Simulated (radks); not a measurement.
# Ga¹⁶⁺ in [Ne] 3s2 3p3: an all-electron calculation

An exercise on one series of results from a longer session: the logs are not shown, and one member is left open.

Program: radks (a radial shooting solver on a logarithmic mesh, Libxc functionals) version 1. Level of theory: scalar-relativistic Kohn-Sham, MS2 meta-GGA, spin-polarised, spherical densities, finite nucleus; open shells are filled with parallel spins first. These are calculated values, not measurements, unless marked.

## The atom as given

| Item | Value |
| --- | --- |
| element | gallium (Z = 31) |
| charge | +16 |
| electrons | 15 |
| configuration | [Ne] 3s2 3p3 |
| nuclear rms radius | 3.9973 fm |

The outer shells:

Ga¹⁶⁺
```
[Ne] core
3s [↑↓]
3p [↑ ][↑ ][↑ ]
```

The first run:

Input:

```text
Z 31
configuration [Ne] 3s2 3p3
relativity scalar-relativistic
functional ms2,regtpss
spin polarised
nucleus finite rms 3.9973 fm
c 137.035999084
```

Among the steps run: Self-consistent calculation.

One table of the session follows, with a row left open; its other results are not shown here.

It belongs to the step «Shells». From the orbitals of this run (lengths in bohr):

| level | <r> | outermost maximum (interpolated) | 90 % within | nodes |
| --- | --- | --- | --- | --- |
| 1s up | 0.04857 | 0.0318 | 0.0868 | 0 |
| 1s down | 0.04856 | 0.0318 | 0.0868 | 0 |
| 2s up | ? | ? | ? | ? |
| 2s down | 0.2151 | 0.181 | 0.332 | 1 |
| 2p up | 0.1887 | 0.146 | 0.307 | 0 |
| 2p down | 0.1887 | 0.146 | 0.307 | 0 |
| 3s up | 0.5570 | 0.518 | 0.809 | 2 |
| 3s down | 0.5608 | 0.520 | 0.816 | 2 |
| 3p up | 0.5506 | 0.507 | 0.814 | 1 |
| 3p down | 0.5545 | 0.508 | 0.822 | 1 |

Q: Estimate the row for 2s up from the others.

**Answer.** <r>: 0.2153; outermost maximum (interpolated): 0.181; 90 % within: 0.332; nodes: 1. In the column «<r>» it lies between 2s down (0.2151) and 3p up (0.5506).

To keep in mind: Open shells are spherical and high-spin; term and fine-structure splittings are not resolved.
